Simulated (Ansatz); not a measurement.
**GaH₂O₂ radical: how energies converge with the basis set**

How large a basis does GaH₂O₂ radical need? Two functionals are run in growing sets.

Method: one geometry, several basis sets; program: Ansatz 0.2.0, Gaussian basis.

Levels to be run: PBE0-D4/def2-SVP; ωB97M-V/def2-SVP; PBE0-D4/def2-QZVPP; ωB97M-V/def2-QZVPP; the functionals' def2-TZVPP values are taken from earlier runs.

## Step 1: Structure used throughout

All runs share one geometry, relaxed beforehand with PBE0-D4 in a triple-zeta def2 set.

SMILES `[OH][Ga][OH]`, 5 atoms, charge 0, spin multiplicity 2.

Atoms are counted from 1 here; the program's logs count them from 0.

Bond lengths: O1–Ga2 1.804 Å, O1–H4 0.960 Å, Ga2–O3 1.795 Å, O3–H5 0.963 Å. Angles: Ga2–O1–H4 114.9°, O1–Ga2–O3 114.9°, Ga2–O3–H5 111.1°.

## Step 2: PBE0-D4 in def2-SVP

Input file in.yaml:

```yaml
crystal:
  periodic: [false, false, false]
  atoms:
    - {symbol: O, position_ang: [-0.370588, 0.021627, -1.274366]}
    - {symbol: Ga, position_ang: [-0.311704, -0.753846, 0.353630]}
    - {symbol: O, position_ang: [0.618216, 0.154908, 1.591083]}
    - {symbol: H, position_ang: [-0.867432, -0.464636, -1.936469]}
    - {symbol: H, position_ang: [0.981509, 0.968245, 1.224721]}
basis:
  gaussian: {orbitals: def2-SVP}
magnetization: {spin_polarized: true, initial_magnetization: 1}
hamiltonian: {xc: pbe0, dispersion: d4}
output: {orbitals: {seedname: orbitals}}
```

Launch:

```console
ansatz run in.yaml --threads 2 --pin off --events-out ev --progress --plain --max-ram 32768MiB --backend cpu
```

Further steps of the session: ωB97M-V in def2-SVP; PBE0-D4 in def2-QZVPP; ωB97M-V in def2-QZVPP.

Before running them: what should the planned runs give, taken together? Wanted: PBE0-D4: double and triple zeta above quadruple; ωB97M-V: double and triple zeta above quadruple.

The runs gave:

```
                                       quantity           value
PBE0-D4: double and triple zeta above quadruple  13.51, 1.45 eV
ωB97M-V: double and triple zeta above quadruple  13.54, 1.41 eV
```

**Reading.** For PBE0-D4 the step from double to triple zeta gains 12.05 eV and the next only 1.45 eV. Total energies overstate the basis error of differences, where much of it tends to cancel.
